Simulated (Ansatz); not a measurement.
**BLYP/def2-SVP run of B2NH2OF (SMILES OB1NB1F)**

Aim: the vertical ionisation energy of B2NH2OF at BLYP/def2-SVP, from 2 runs. 

Program for the calculation: Ansatz 0.2.0.

127 further runs of the same task are left out: 127 set aside as unsound or not needed.

### 1 The molecule

B2NH2OF: 7 atoms, total charge 0, spin state singlet. As SMILES, `OB1NB1F`. Geometry: relaxed at PBE0-D4/def2-TZVP. This is one conformer, not always the lowest.

Bond lengths: O1–B2 1.347 Å, B2–N3 1.423 Å, B2–B4 1.598 Å, N3–B4 1.403 Å, B4–F5 1.317 Å, O1–H6 0.959 Å, N3–H7 1.012 Å. Angles: O1–B2–N3 134.0°, O1–B2–B4 171.0°, N3–B2–B4 55.0°, B2–N3–B4 68.8°, B2–B4–N3 56.2°, B2–B4–F5 168.4°, N3–B4–F5 135.4°, B2–O1–H6 112.9°, B2–N3–H7 144.6°, B4–N3–H7 146.6°.

### 2 A single-point energy at BLYP/def2-SVP

Input file run.yaml:

```yaml
basis:
  gaussian: {orbitals: def2-SVP}
crystal:
  periodic: [false, false, false]
  atoms:
    - {symbol: O, position_ang: [-1.276700, 0.176400, 1.308100]}
    - {symbol: B, position_ang: [-0.379000, 0.150200, 0.304200]}
    - {symbol: N, position_ang: [0.632200, -0.768200, -0.094800]}
    - {symbol: B, position_ang: [0.587000, 0.339700, -0.954100]}
    - {symbol: F, position_ang: [1.250000, 0.724100, -2.025300]}
    - {symbol: H, position_ang: [-1.829400, 0.960200, 1.293400]}
    - {symbol: H, position_ang: [1.077200, -1.650400, 0.122900]}
hamiltonian: {xc: {name: BLYP}}
accuracy: high
output: {orbitals: {seedname: orbitals}}
```

Run with:

```sh
$ ansatz run run.yaml --threads 1 --pin off --max-ram 3480MiB --events-out events.jsonl --progress --plain --runs-dir runs
```

The program printed:

```text
Warning: RAYON_NUM_THREADS=1 ignored (pool sized by the plan → 1); use --threads N
Functional definition: BLYP
  name "BLYP"
  parameter beta = 0.0042
  parameter a = 0.04918
  parameter b = 0.132
  parameter c = 0.2533
  parameter d = 0.349
  exchange = b88_x(beta = beta)
  correlation = lyp_c(a = a, b = b, c = c, d = d)
1780 factors; integrals over basis functions are off by at most 3.2e-9 eV
mean field evaluation 1: about -7623.3520 eV, gradient 7.7e1 eV
mean field evaluation 2: about -7591.9823 eV, gradient 1.4e2 eV
mean field evaluation 4: about -7634.5700 eV, gradient 1.0e1 eV
mean field evaluation 8: about -7634.7327 eV, gradient 9.2e-1 eV
mean field evaluation 16: about -7634.7346 eV, gradient 5.1e-5 eV
mean field -7634.73455591 eV, -280.5713199208 hartree, gradient 3.4e-8 eV, S^2 0.000000; 0 other end points of the search recorded, 0 dependent functions left out
reference -7634.73460448 eV, -280.5713217058 hartree; 18, 18 occupied and 62, 62 virtual orbitals, 1780 factors
Total energy: -7634.73460448 eV, -280.5713217058 hartree
```

It took 4.5 s on 1 thread of Arm Neoverse V2, shared host; peak memory 0.19 GiB.

### 3 The doublet cation

Input file in.yaml:

```yaml
crystal:
  periodic: [false, false, false]
  atoms:
    - {symbol: O, position_ang: [-1.276700, 0.176400, 1.308100]}
    - {symbol: B, position_ang: [-0.379000, 0.150200, 0.304200]}
    - {symbol: "N", position_ang: [0.632200, -0.768200, -0.094800]}
    - {symbol: B, position_ang: [0.587000, 0.339700, -0.954100]}
    - {symbol: F, position_ang: [1.250000, 0.724100, -2.025300]}
    - {symbol: H, position_ang: [-1.829400, 0.960200, 1.293400]}
    - {symbol: H, position_ang: [1.077200, -1.650400, 0.122900]}
basis:
  gaussian: {orbitals: def2-SVP}
magnetization: {spin_polarized: true, initial_magnetization: 1}
total_charge: 1
accuracy: high
hamiltonian: {xc: {name: BLYP}}
output: {orbitals: {seedname: orbitals}}
```

Run with:

```sh
$ ansatz run in.yaml --threads 1 --pin off --max-ram 3480MiB --events-out events.jsonl --progress --plain --runs-dir runs
```

The program printed:

```text
Warning: RAYON_NUM_THREADS=1 ignored (pool sized by the plan → 1); use --threads N
[... 9 set-up lines as earlier in the session ...]
1778 factors; integrals over basis functions are off by at most 3.4e-9 eV
mean field evaluation 1: about -7605.1292 eV, gradient 7.6e1 eV
mean field evaluation 2: about -7523.9145 eV, gradient 1.5e2 eV
mean field evaluation 4: about -7623.5041 eV, gradient 2.2e1 eV
mean field evaluation 8: about -7625.4110 eV, gradient 2.1e-1 eV
mean field evaluation 16: about -7625.4097 eV, gradient 1.2e-4 eV
mean field -7625.40965461 eV, -280.2286361186 hartree, gradient 5.7e-8 eV, S^2 0.751455; 1 other end points of the search recorded, 0 dependent functions left out
reference -7625.40970104 eV, -280.2286378250 hartree; 18, 17 occupied and 62, 63 virtual orbitals, 1778 factors
Total energy: -7625.40970104 eV, -280.2286378250 hartree
```

Run time: 7.5 s. Hardware: 1 thread of Arm Neoverse V2, shared host; peak memory 0.24 GiB.

### 4 Outcome

Level: BLYP/def2-SVP.

| quantity | value |
| --- | --- |
| singlet B2NH2OF: total energy | -280.57132 Eh |
| singlet B2NH2OF: HOMO energy | -5.60 eV |
| singlet B2NH2OF: LUMO energy | -0.30 eV |
| singlet B2NH2OF: HOMO–LUMO gap | 5.31 eV |
| doublet cation: total energy | -280.22864 Eh |
| doublet cation: HOMO energy (highest over α and β) | -14.30 eV |
| doublet cation: LUMO energy (lowest over α and β) | -12.98 eV |
| doublet cation: ⟨S²⟩ | 0.751 |
| vertical ionisation energy (to the doublet cation) | 9.325 eV |

What this shows: Removing an electron at fixed nuclei costs 9.32 eV (900 kJ/mol). The negative HOMO energy of the first species, 5.60 eV, lies 3.72 eV below that difference.
